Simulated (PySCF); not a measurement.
# H4Mn2O4 (Mn2(OH)4): the cost of one run

Computed with PySCF 2.14.0 and routines of our own; the level stands in each step. Atoms count from 0.

### Step 1. The system as given

10 atoms, charge 0, multiplicity 11; geometry from: GFN2-xTB.

### Step 2. Open-shell or spin-flip excitations: unrestricted TDDFT PBE0/def2-SVP Mn:def2-TZVP

Job settings and geometry (Å):

```
{"job": {"kind": "uabs", "xc": "PBE0", "basis": {"default": "def2-SVP", "Mn": "def2-TZVP"}, "nstates": 15, "tda": false, "pol": false}, "charge": 0, "multiplicity": 11}
Mn    -0.398570    -0.413830     1.267170
O     -0.506290    -0.101830     3.084410
O      0.989030    -1.331280    -0.043820
Mn     0.287770     0.178850    -1.350320
O      1.015230     1.209080    -2.698490
O     -1.604870     0.005390    -0.419410
H     -0.556510     0.069080     4.018850
H      1.823860    -1.779390     0.071350
H      1.405340     1.743680    -3.382200
H     -2.454990     0.420250    -0.547540
```

Level: unrestricted TDDFT PBE0/def2-SVP Mn:def2-TZVP, vertical, gas phase, core orbitals frozen in the response.

On the command line:

```console
> OMP_NUM_THREADS=1 python excited_run.py task.json out
```

The driver reads the jobs from task.json and runs them one after another.

Q: Estimate the wall time and peak memory of this first job on 1 thread of Arm Neoverse V2, shared host.

About 3.1 min, with a peak of 0.62 GiB.
